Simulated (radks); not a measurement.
**In⁺ in [Kr] 4d10 5s1.5 5d0.5: an all-electron calculation**

What are the levels of the indium ion In+, how large are its shells, and how does its energy divide?

Method: Dirac Kohn-Sham, PBE, spin-unpolarised, spherical densities, point nucleus; open shells fill j = l - 1/2 first. Code: radks (a radial shooting solver on a logarithmic mesh, Libxc functionals) version 1.

## 1. Starting point

| Quantity | Value |
| --- | --- |
| element | indium (Z = 49) |
| charge | +1 |
| electrons | 48 |
| configuration | [Kr] 4d10 5s1.5 5d0.5 |

## 2. The run

Input:

```text
Z 49
configuration [Kr] 4d10 5s1.5 5d0.5 5p0 6s0 4f0 6d0
relativity Dirac
functional pbe,pbe
spin unpolarised
j_filling energy
nucleus point
c 137.035999084
```

What does the calculation give?

The runs gave:

| quantity | value |
| --- | --- |
| total energy | -5882.78501 hartree |
| exchange-correlation share of it | 2.71 % |
| −T/E | 1.0508 |
| highest occupied level | 5d3/2, -3.617 eV |
| most extended occupied level | 5d3/2, <r> = 5.80 bohr |
| radius at density 0.001 e/bohr³ | 4.08 bohr |
| maxima of the radial density | 4 |

What this shows: 5 principal shells are occupied and 4 maxima appear in the radial density; where shells overlap, one shows as a shoulder or not at all. Relativity lifts −T/E to 1.051. This is not the tabulated ground configuration, so its levels and sizes aren't those of the ground state, and no measured value stands beside it.
